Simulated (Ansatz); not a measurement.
**CH9NO2Si2: a ladder of functionals and wavefunction methods**

An exercise on one series of results from a longer session: the logs are not shown, and one member is left open.

The runs use Ansatz 0.2.0, Gaussian basis; functionals in def2-TZVPP, the program's frozen cores in correlated methods.

The runs, in order: PBE-D4, r2SCAN-D4, PBE0-D4, B3LYP-D4, ωB97X-V, ωB97M-V, B2PLYP; CCSD(T)/def2-TZVPP; MP2/def2-QZVPP; extrapolation to the limit.

### The relaxed structure

An earlier PBE0-D4 in a triple-zeta def2 set relaxation fixed the geometry.

SMILES `CO[SiH](N)O[SiH3]`, 15 atoms, charge 0, spin multiplicity 1.

Atoms are counted from 1 here; the program's logs count them from 0.

Bond lengths: C1–O2 1.411 Å, C1–H7 1.092 Å, C1–H8 1.095 Å, C1–H9 1.095 Å, O2–Si3 1.632 Å, Si3–N4 1.702 Å, Si3–O5 1.634 Å, Si3–H10 1.478 Å, N4–H11 1.006 Å, N4–H12 1.006 Å, O5–Si6 1.634 Å, Si6–H13 1.484 Å, Si6–H14 1.487 Å, Si6–H15 1.487 Å. Angles: O2–C1–H7 108.4°, O2–C1–H8 110.8°, O2–C1–H9 111.6°, H7–C1–H8 108.5°, H7–C1–H9 108.9°, H8–C1–H9 108.7°, C1–O2–Si3 124.5°, O2–Si3–N4 111.2°, O2–Si3–O5 112.8°, O2–Si3–H10 103.1°, N4–Si3–O5 104.1°, N4–Si3–H10 116.2°, O5–Si3–H10 109.7°, Si3–N4–H11 122.0°, Si3–N4–H12 120.2°, H11–N4–H12 112.2°, Si3–O5–Si6 142.9°, O5–Si6–H13 108.2° and more.

As a file:

```csv
atom,x (Å),y (Å),z (Å)
C1,0.18390,1.90742,-0.97327
O2,0.99708,1.17113,-0.08580
Si3,0.97390,-0.45417,0.05474
N4,1.14322,-1.20541,-1.46322
O5,-0.44997,-1.01946,0.62359
Si6,-1.58997,-0.76538,1.76640
H7,0.64804,2.88171,-1.13682
H8,-0.81245,2.06416,-0.54757
H9,0.07726,1.39914,-1.93681
H10,2.04487,-0.72074,1.03774
H11,1.98385,-1.12147,-2.00908
H12,0.64114,-2.05273,-1.66750
H13,-2.54993,-1.89591,1.72160
H14,-2.31504,0.50483,1.49776
H15,-0.97588,-0.69313,3.11823
```

The first run:

in.yaml reads:

```yaml
crystal:
  periodic: [false, false, false]
  atoms:
    - {symbol: C, position_ang: [0.183903, 1.907418, -0.973266]}
    - {symbol: O, position_ang: [0.997082, 1.171134, -0.085801]}
    - {symbol: Si, position_ang: [0.973896, -0.454168, 0.054741]}
    - {symbol: N, position_ang: [1.143219, -1.205412, -1.463222]}
    - {symbol: O, position_ang: [-0.449970, -1.019458, 0.623589]}
    - {symbol: Si, position_ang: [-1.589971, -0.765378, 1.766397]}
    - {symbol: H, position_ang: [0.648044, 2.881712, -1.136817]}
    - {symbol: H, position_ang: [-0.812448, 2.064162, -0.547567]}
    - {symbol: H, position_ang: [0.077255, 1.399139, -1.936806]}
    - {symbol: H, position_ang: [2.044868, -0.720743, 1.037741]}
    - {symbol: H, position_ang: [1.983846, -1.121471, -2.009081]}
    - {symbol: H, position_ang: [0.641139, -2.052733, -1.667500]}
    - {symbol: H, position_ang: [-2.549933, -1.895907, 1.721601]}
    - {symbol: H, position_ang: [-2.315043, 0.504830, 1.497759]}
    - {symbol: H, position_ang: [-0.975877, -0.693135, 3.118229]}
basis:
  gaussian: {orbitals: def2-TZVPP}
hamiltonian: {xc: pbe, dispersion: d4}
output: {forces: true, orbitals: {seedname: orbitals}}
```

On the command line:

```sh
$ ansatz run in.yaml --threads 2 --pin off --events-out ev --progress --plain --max-ram 22528MiB --backend cuda --devices 0, --max-vram 18GiB
```

Among the steps run: PBE-D4 (GGA); r2SCAN-D4 (meta-GGA); PBE0-D4 (hybrid); B3LYP-D4 (hybrid); ωB97X-V (range-separated); ωB97M-V (range-separated); B2PLYP (double hybrid); CCSD(T) in def2-TZVPP; MP2 in def2-QZVPP.

One table of the session follows, with a row left open; its other results are not shown here.

```
            method  atomisation energy (kcal/mol)
            PBE-D4                         1329.3
         r2SCAN-D4                         1320.9
           PBE0-D4                              ?
          B3LYP-D4                         1323.8
           ωB97X-V                         1330.1
           ωB97M-V                         1328.4
            B2PLYP                         1309.6
     HF/def2-TZVPP                          964.5
    MP2/def2-TZVPP                         1307.2
   CCSD/def2-TZVPP                         1273.4
CCSD(T)/def2-TZVPP                         1289.7
           MP2/CBS                         1346.0
       CCSD(T)/CBS                         1328.4
```

Estimate the missing values for PBE0-D4.

**Answer.** atomisation energy (kcal/mol): 1310.0. In the column «atomisation energy (kcal/mol)» it lies between B2PLYP (1309.6) and r2SCAN-D4 (1320.9).
